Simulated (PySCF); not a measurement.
# H6OSSi2: electronic excitations at several levels of theory

How much do the electronic excitations of H6OSSi2 (`O[SiH2]S[SiH3]`) depend on the level of theory, and what does each level cost?

Programs: PySCF 2.14.0, with density-fitted response routines of our own. Each step states its level of theory. These are calculated values for one molecule in the gas phase, unless marked as measured. Atoms are numbered from 0 throughout.

### 1 The starting structure

10 atoms, charge 0, multiplicity 1; geometry from: GFN2-xTB. The atoms were then displaced at random by about 0.01 Å, so the start is not that level's minimum.

Bonds of the start (Å): O0–Si1 1.64, Si1–S2 2.16, S2–Si3 2.08, O0–H4 0.96, Si1–H5 1.45, Si1–H6 1.45, Si3–H7 1.46, Si3–H8 1.48, Si3–H9 1.48.

### 2 Relaxing the molecule at PBE0-D3(BJ)/def2-SVP

Job settings and geometry (Å):

```
{"job": {"xc": "PBE0", "basis": "def2-SVP", "d3": "d3bj", "grid": 1, "shake": 0.01, "kind": "geom"}, "charge": 0, "multiplicity": 1}
O      2.741600    -0.583270     0.014780
Si     1.114640    -0.756200    -0.041350
S      0.230230     1.087870     0.661280
Si    -1.818950     0.736640     0.558920
H      3.111410     0.248510     0.310260
H      0.704700    -0.957790    -1.420020
H      0.747570    -1.826770     0.864870
H     -2.184080     0.448490    -0.828170
H     -2.423490     1.986710     1.059540
H     -2.173210    -0.405110     1.427610
```

Command:

```
$ OMP_NUM_THREADS=1 python probes_run.py task.json out
```

The driver reads the jobs from task.json and runs them one after another.

The log of the run:

```text
step   0  E = -1055.25543369  max force = 0.026319
step   1  E = -1055.26000641  max force = 0.004027
step   2  E = -1055.26020044  max force = 0.001114
step   3  E = -1055.26023310  max force = 0.000285
step   4  E = -1055.26024165  max force = 0.000360
optimisation converged
```

Wall time 16 s (1 thread of Arm Neoverse V2, shared host); peak memory 0.41 GiB.

The steps of the relaxation:

| step | energy from step 0 (eV) | largest force component (eV/Å) |
| --- | --- | --- |
| 0 | 0.0000 | 1.3534 |
| 1 | -0.1244 | 0.2071 |
| 2 | -0.1297 | 0.0573 |
| 3 | -0.1306 | 0.0147 |
| 4 | -0.1308 | 0.0185 |

Distances of close pairs at the start and the end, largest changes first:

| bond | before (Å) | after (Å) | change (Å) |
| --- | --- | --- | --- |
| S2–Si3 | 2.082 | 2.149 | +0.068 |
| Si1–H6 | 1.450 | 1.490 | +0.040 |
| Si1–H5 | 1.452 | 1.491 | +0.039 |
| Si3–H7 | 1.463 | 1.493 | +0.030 |
| O0–Si1 | 1.637 | 1.656 | +0.019 |
| Si3–H9 | 1.478 | 1.493 | +0.016 |
| Si3–H8 | 1.476 | 1.489 | +0.013 |
| Si1–S2 | 2.163 | 2.156 | -0.006 |

The end geometry stands in the next job.

| at the end point | value |
| --- | --- |
| point group (found at 0.08 Å tolerance) | C1 |
| rotational constants (GHz, main isotopes) | 9.136, 1.614, 1.417 |
| dipole moment (D) | 0.68 |

### 3 TDDFT and polarisability: PBE0/def2-TZVP

Job settings and geometry (Å):

```
{"job": {"kind": "uv", "xc": "PBE0", "basis": "def2-TZVP"}, "charge": 0, "multiplicity": 1}
O      2.752831    -0.587068    -0.060898
Si     1.101118    -0.712372    -0.059280
S      0.311739     1.145295     0.698934
Si    -1.791852     0.732017     0.546675
H      3.135999     0.259760     0.183574
H      0.587551    -0.947282    -1.439511
H      0.678553    -1.843061     0.814612
H     -2.178513     0.444245    -0.866611
H     -2.482651     1.958928     1.030355
H     -2.169864    -0.437998     1.394047
```

Level: TDDFT PBE0/def2-TZVP, vertical, gas phase, core orbitals frozen in the response.

The log of the run:

```text
coarse grid: 9680 points
cycle   1  E = -1055.6023896352  dE =  1.143e-01  |g| = 7.249e-01  |ddm| = 2.329e+00
cycle   2  E = -1055.4403012838  dE =  1.621e-01  |g| = 1.173e+00  |ddm| = 1.052e+00
cycle   3  E = -1055.6955967739  dE = -2.553e-01  |g| = 8.473e-02  |ddm| = 7.159e-01
cycle   4  E = -1055.6968928287  dE = -1.296e-03  |g| = 3.903e-02  |ddm| = 9.300e-02
cycle   5  E = -1055.6972511377  dE = -3.583e-04  |g| = 7.212e-03  |ddm| = 3.874e-02
cycle   6  E = -1055.6972634343  dE = -1.230e-05  |g| = 2.139e-03  |ddm| = 6.991e-03
cycle   7  E = -1055.6972648242  dE = -1.390e-06  |g| = 4.204e-04  |ddm| = 1.781e-03
final grid: 79040 points
cycle   8  E = -1055.6973290841  dE = -1.793e-05  |g| = 5.895e-03  |ddm| = 1.611e-02
cycle   9  E = -1055.6973253285  dE =  3.756e-06  |g| = 6.825e-03  |ddm| = 8.768e-03
cycle  10  E = -1055.6973348315  dE = -9.503e-06  |g| = 9.631e-04  |ddm| = 5.122e-03
cycle  11  E = -1055.6973349831  dE = -1.515e-07  |g| = 2.254e-04  |ddm| = 5.639e-04
cycle  12  E = -1055.6973349960  dE = -1.295e-08  |g| = 5.047e-05  |ddm| = 2.216e-04
cycle  13  E = -1055.6973349966  dE = -6.137e-10  |g| = 1.407e-05  |ddm| = 4.020e-05
converged SCF energy = -1055.6973349966

Static polarisability (au): isotropic 74.601, principal 61.217 70.999 91.588

Singlet excitations
state   eV       nm        f      main configurations
  1   5.7299    216.4   0.00005   H->L 0.99
  2   6.0878    203.7   0.01302   H->L+1 0.97
  3   6.4628    191.8   0.00427   H->L+2 0.95
  4   7.1159    174.2   0.00081   H-2->L 0.74, H-1->L 0.23
  5   7.2229    171.7   0.01018   H->L+3 0.68, H-1->L 0.11, H-1->L+1 0.10
  6   7.3284    169.2   0.00764   H-1->L 0.61, H-2->L 0.17, H->L+3 0.14
  7   7.6078    163.0   0.03346   H-1->L+1 0.76
  8   7.6677    161.7   0.02494   H->L+4 0.94
  9   7.8273    158.4   0.00287   H-2->L+1 0.79
 10   7.9372    156.2   0.02060   H-3->L 0.63, H-1->L+2 0.29

Triplet excitations (Tamm-Dancoff, eV): 5.5263 5.7060 6.1206 6.6469
```

It took 18 s on 1 thread of Arm Neoverse V2, shared host; peak memory 0.76 GiB.

The orbitals next to the gap, with their largest atomic shares:

| orbital | eV | atoms |
| --- | --- | --- |
| HOMO−3 | -9.64 | S2 39 %, O0 23 %, Si3 21 % |
| HOMO−2 | -9.00 | O0 37 %, Si1 22 %, H6 14 % |
| HOMO−1 | -8.93 | S2 48 %, Si1 15 %, Si3 11 % |
| HOMO | -7.55 | S2 69 %, Si1 10 %, Si3 10 % |
| LUMO | -0.38 | Si1 46 %, Si3 19 %, S2 12 % |
| LUMO+1 | -0.05 | Si3 66 %, S2 17 %, Si1 10 % |
| LUMO+2 | 0.42 | Si1 40 %, Si3 23 %, S2 20 % |

With each of the 10 states as a Gaussian band of 0.4 eV half-width at 1/e, the curve within the window shown has maxima at 202 nm (ε 610), 162 nm (ε 3,200) L/(mol cm). Beyond the last state computed it falls off for lack of states. The curve at chosen wavelengths:

| nm | ε (L/mol/cm) |
| --- | --- |
| 151 | 765 |
| 155 | 1825 |
| 158 | 2664 |
| 162 | 3235 |
| 166 | 2910 |
| 169 | 2300 |
| 173 | 1439 |
| 176 | 930 |
| 180 | 497 |
| 184 | 314 |
| 187 | 297 |
| 191 | 371 |
| 195 | 488 |
| 198 | 563 |
| 202 | 609 |
| 206 | 573 |
| 209 | 499 |
| 213 | 369 |
| 217 | 241 |
| 220 | 162 |
| 224 | 87 |
| 227 | 52 |
| 231 | 24 |
| 235 | 10 |
| 238 | 5 |
| 242 | 2 |

Further results of this job:

| property | computed |
| --- | --- |
| dipole moment (D) | 0.70 |
| polarisability (Å³) | 11.05 |
| HOMO–LUMO gap (eV) | 7.17 |
| −ε(HOMO) (eV) | 7.55 |

### 4 Ultraviolet spectrum: PBE0/aug-cc-pVDZ

Same as in step 3 but for these lines:

```diff
@@ -1,2 +1,2 @@
-{"job": {"kind": "uv", "xc": "PBE0", "basis": "def2-TZVP"}, "charge": 0, "multiplicity": 1}
+{"job": {"kind": "uv", "xc": "PBE0", "basis": "aug-cc-pVDZ"}, "charge": 0, "multiplicity": 1}
 O      2.752831    -0.587068    -0.060898
```

With the program's defaults for keys left out, this is: TDDFT PBE0/aug-cc-pVDZ, vertical, gas phase, core orbitals frozen in the response.

The log of the run:

```text
coarse grid: 9680 points
cycle   1  E = -1055.5309122362  dE =  1.694e-01  |g| = 6.725e-01  |ddm| = 6.570e+00
cycle   2  E = -1055.3727130136  dE =  1.582e-01  |g| = 1.113e+00  |ddm| = 2.518e+00
cycle   3  E = -1055.6198684644  dE = -2.472e-01  |g| = 7.647e-02  |ddm| = 1.517e+00
cycle   4  E = -1055.6210370622  dE = -1.169e-03  |g| = 3.522e-02  |ddm| = 2.450e-01
cycle   5  E = -1055.6214285614  dE = -3.915e-04  |g| = 6.201e-03  |ddm| = 9.721e-02
cycle   6  E = -1055.6214417858  dE = -1.322e-05  |g| = 1.156e-03  |ddm| = 1.454e-02
cycle   7  E = -1055.6214422113  dE = -4.256e-07  |g| = 3.256e-04  |ddm| = 2.820e-03
final grid: 79040 points
cycle   8  E = -1055.6346703433  dE = -8.038e-06  |g| = 4.369e-03  |ddm| = 7.568e-02
cycle   9  E = -1055.6346669173  dE =  3.426e-06  |g| = 5.704e-03  |ddm| = 2.043e-02
cycle  10  E = -1055.6346754466  dE = -8.529e-06  |g| = 5.198e-04  |ddm| = 1.101e-02
cycle  11  E = -1055.6346755002  dE = -5.358e-08  |g| = 1.287e-04  |ddm| = 1.061e-03
cycle  12  E = -1055.6346755050  dE = -4.823e-09  |g| = 2.603e-05  |ddm| = 2.929e-04
cycle  13  E = -1055.6346755052  dE = -2.365e-10  |g| = 5.785e-06  |ddm| = 6.356e-05
converged SCF energy = -1055.6346755052

Static polarisability (au): isotropic 81.126, principal 67.913 77.204 98.259

Singlet excitations
state   eV       nm        f      main configurations
  1   5.6112    221.0   0.00145   H->L 0.95
  2   5.9248    209.3   0.01980   H->L+1 0.97
  3   6.2236    199.2   0.00124   H->L+2 0.62, H->L+3 0.30
  4   6.6464    186.5   0.01164   H->L+3 0.60, H->L+2 0.34
  5   6.9205    179.2   0.00987   H->L+4 0.77, H-2->L 0.10
  6   6.9939    177.3   0.00048   H-2->L 0.43, H-1->L 0.31, H->L+4 0.17
  7   7.0807    175.1   0.01581   H->L+5 0.54, H->L+6 0.16, H-1->L 0.10
  8   7.2343    171.4   0.01595   H-1->L 0.46, H-2->L 0.29, H->L+5 0.17
  9   7.3920    167.7   0.03781   H->L+6 0.73, H->L+5 0.23
 10   7.4591    166.2   0.03516   H-1->L+1 0.69, H->L+7 0.16

Triplet excitations (Tamm-Dancoff, eV): 5.4232 5.5924 5.9697 6.4299
```

It took 15 s on 1 thread of Arm Neoverse V2, shared host; peak memory 0.73 GiB.

In short: HOMO -7.51 eV, LUMO -0.63 eV; lowest singlet 5.61 eV.

### 5 Excited states and response: PBE0/def2-TZVPD

Same as in step 4 but for these lines:

```diff
@@ -1,2 +1,2 @@
-{"job": {"kind": "uv", "xc": "PBE0", "basis": "aug-cc-pVDZ"}, "charge": 0, "multiplicity": 1}
+{"job": {"kind": "uv", "xc": "PBE0", "basis": "def2-TZVPD"}, "charge": 0, "multiplicity": 1}
 O      2.752831    -0.587068    -0.060898
```

With the program's defaults for keys left out, this is: TDDFT PBE0/def2-TZVPD, vertical, gas phase, core orbitals frozen in the response.

The log of the run:

```text
coarse grid: 9680 points
cycle   1  E = -1055.6045392140  dE =  1.147e-01  |g| = 7.239e-01  |ddm| = 2.347e+00
cycle   2  E = -1055.4332214154  dE =  1.713e-01  |g| = 1.191e+00  |ddm| = 1.091e+00
cycle   3  E = -1055.6975650942  dE = -2.643e-01  |g| = 8.802e-02  |ddm| = 7.002e-01
cycle   4  E = -1055.6989461827  dE = -1.381e-03  |g| = 4.133e-02  |ddm| = 1.076e-01
cycle   5  E = -1055.6993541347  dE = -4.080e-04  |g| = 7.394e-03  |ddm| = 4.344e-02
cycle   6  E = -1055.6993669848  dE = -1.285e-05  |g| = 2.172e-03  |ddm| = 7.769e-03
cycle   7  E = -1055.6993684255  dE = -1.441e-06  |g| = 4.446e-04  |ddm| = 1.916e-03
final grid: 79040 points
cycle   8  E = -1055.6994318916  dE = -1.869e-05  |g| = 5.940e-03  |ddm| = 3.346e-02
cycle   9  E = -1055.6994278550  dE =  4.037e-06  |g| = 6.959e-03  |ddm| = 9.765e-03
cycle  10  E = -1055.6994377716  dE = -9.917e-06  |g| = 9.823e-04  |ddm| = 5.498e-03
cycle  11  E = -1055.6994379275  dE = -1.559e-07  |g| = 2.361e-04  |ddm| = 6.467e-04
cycle  12  E = -1055.6994379419  dE = -1.432e-08  |g| = 5.193e-05  |ddm| = 2.346e-04
cycle  13  E = -1055.6994379425  dE = -6.519e-10  |g| = 1.464e-05  |ddm| = 4.701e-05
converged SCF energy = -1055.6994379425

Static polarisability (au): isotropic 80.897, principal 67.770 77.054 97.866

Singlet excitations
state   eV       nm        f      main configurations
  1   5.6046    221.2   0.00031   H->L 0.96
  2   5.9568    208.1   0.01749   H->L+1 0.95
  3   6.2619    198.0   0.00392   H->L+2 0.85, H->L+3 0.09
  4   6.8959    179.8   0.00327   H->L+3 0.81, H->L+2 0.11
  5   6.9790    177.7   0.00734   H-2->L 0.55, H->L+4 0.22, H-1->L 0.15
  6   7.0426    176.0   0.00972   H->L+4 0.60, H-2->L 0.21
  7   7.0489    175.9   0.01475   H->L+5 0.59, H-1->L 0.17, H->L+4 0.10
  8   7.1939    172.3   0.01370   H-1->L 0.61, H->L+5 0.17, H-2->L 0.14
  9   7.4380    166.7   0.04504   H-1->L+1 0.85
 10   7.6035    163.1   0.00055   H-2->L+1 0.54, H->L+7 0.30

Triplet excitations (Tamm-Dancoff, eV): 5.4159 5.6039 5.9750 6.5095
```

It took 27 s on 1 thread of Arm Neoverse V2, shared host; peak memory 0.86 GiB.

In short: HOMO -7.58 eV, LUMO -0.62 eV; lowest singlet 5.60 eV.

### 6 TDDFT and polarisability: PBE0/6-31+G*

Same as in step 5 but for these lines:

```diff
@@ -1,2 +1,2 @@
-{"job": {"kind": "uv", "xc": "PBE0", "basis": "def2-TZVPD"}, "charge": 0, "multiplicity": 1}
+{"job": {"kind": "uv", "xc": "PBE0", "basis": "6-31+G*"}, "charge": 0, "multiplicity": 1}
 O      2.752831    -0.587068    -0.060898
```

Method: TDDFT PBE0/6-31+G*, vertical, gas phase, core orbitals frozen in the response.

The log of the run:

```text
coarse grid: 9680 points
cycle   1  E = -1055.5316310237  dE =  1.481e-01  |g| = 6.613e-01  |ddm| = 2.835e+00
cycle   2  E = -1055.3888602037  dE =  1.428e-01  |g| = 1.072e+00  |ddm| = 1.360e+00
cycle   3  E = -1055.6205691678  dE = -2.317e-01  |g| = 7.228e-02  |ddm| = 8.752e-01
cycle   4  E = -1055.6216108110  dE = -1.042e-03  |g| = 3.342e-02  |ddm| = 1.356e-01
cycle   5  E = -1055.6219876907  dE = -3.769e-04  |g| = 4.829e-03  |ddm| = 6.339e-02
cycle   6  E = -1055.6219955074  dE = -7.817e-06  |g| = 5.246e-04  |ddm| = 1.055e-02
final grid: 79040 points
cycle   7  E = -1055.5615971608  dE = -6.386e-06  |g| = 4.312e-03  |ddm| = 2.199e-02
cycle   8  E = -1055.5615942163  dE =  2.944e-06  |g| = 5.660e-03  |ddm| = 1.177e-02
cycle   9  E = -1055.5616020220  dE = -7.806e-06  |g| = 5.625e-04  |ddm| = 6.266e-03
cycle  10  E = -1055.5616020951  dE = -7.314e-08  |g| = 8.985e-05  |ddm| = 6.779e-04
cycle  11  E = -1055.5616020977  dE = -2.570e-09  |g| = 2.563e-05  |ddm| = 2.158e-04
cycle  12  E = -1055.5616020979  dE = -2.237e-10  |g| = 4.550e-06  |ddm| = 4.839e-05
converged SCF energy = -1055.5616020979

Static polarisability (au): isotropic 70.501, principal 59.636 67.868 83.999

Singlet excitations
state   eV       nm        f      main configurations
  1   5.6818    218.2   0.00073   H->L 0.97
  2   5.9314    209.0   0.01614   H->L+1 0.97
  3   6.3599    194.9   0.00204   H->L+2 0.73, H->L+3 0.21
  4   6.8319    181.5   0.01268   H->L+3 0.74, H->L+2 0.23
  5   7.0345    176.3   0.00167   H-2->L 0.65, H-1->L 0.25
  6   7.2323    171.4   0.00833   H->L+4 0.94
  7   7.2583    170.8   0.01676   H-1->L 0.67, H-2->L 0.25
  8   7.4713    165.9   0.04295   H-1->L+1 0.77, H-2->L+1 0.08
  9   7.6193    162.7   0.00063   H-2->L+1 0.72
 10   7.7077    160.9   0.05201   H->L+5 0.98

Triplet excitations (Tamm-Dancoff, eV): 5.4826 5.6246 6.0912 6.6106
```

Wall time 7.7 s (1 thread of Arm Neoverse V2, shared host); peak memory 0.5 GiB.

In short: HOMO -7.57 eV, LUMO -0.59 eV; lowest singlet 5.68 eV.

### 7 Side by side: electronic excitations

Excitations and ground-state properties, with basis size and wall time:

| run | lowest singlet (eV) | brightest (eV) | f | gap (eV) | α (Å³) | μ (D) | functions | time |
| --- | --- | --- | --- | --- | --- | --- | --- | --- |
| PBE0/def2-TZVP | 5.73 | 7.61 | 0.033 | 7.17 | 11.05 | 0.70 | 178 | 18 s |
| PBE0/aug-cc-pVDZ | 5.61 | 7.39 | 0.038 | 6.88 | 12.02 | 0.74 | 158 | 15 s |
| PBE0/def2-TZVPD | 5.60 | 7.44 | 0.045 | 6.95 | 11.99 | 0.70 | 226 | 27 s |
| PBE0/6-31+G* | 5.68 | 7.71 | 0.052 | 6.98 | 10.45 | 1.04 | 96 | 7.7 s |

### 8 Results

| quantity | value |
| --- | --- |
| point group | C1 |
| rotational constants (main isotopes) | 9.14, 1.61, 1.42 GHz |
| lowest singlet (PBE0/def2-TZVP) | 5.73 eV (216 nm), f = 0.000 |
| brightest single state of those computed | state 7, 7.61 eV, f = 0.033 |
| lowest triplet | 5.53 eV |
| range of the lowest singlet | 5.60 to 5.73 eV |

In words: Single values in the summary come from the first run of each kind that ended normally (PBE0/def2-TZVP), which need not be the best level. Over 4 steps the energy fell by 0.131 eV; of the close pairs, S2–Si3 changed most, 2.082 to 2.149 Å. No frequency check was run at this level, so the end point may be a saddle. The lowest singlet, at 5.73 eV, is HOMO→LUMO 0.99 and is dark; of the 10 states computed, the strongest absorption comes from state 7 at 7.61 eV. The lowest triplet lies 0.20 eV below the lowest singlet (triplets in Tamm-Dancoff, singlets in full TDDFT). States above −ε(HOMO) lie where TDDFT describes them poorly and they hang on the basis; the brightest is among them. The basis of PBE0/def2-TZVP has no diffuse functions, so Rydberg states are missing and the high states are unreliable. The lowest singlet runs from 5.60 eV (PBE0/def2-TZVPD) to 5.73 eV (PBE0/def2-TZVP), while the orbital gap spans 6.88 to 7.17 eV. The lowest state need not be the same one in every run.
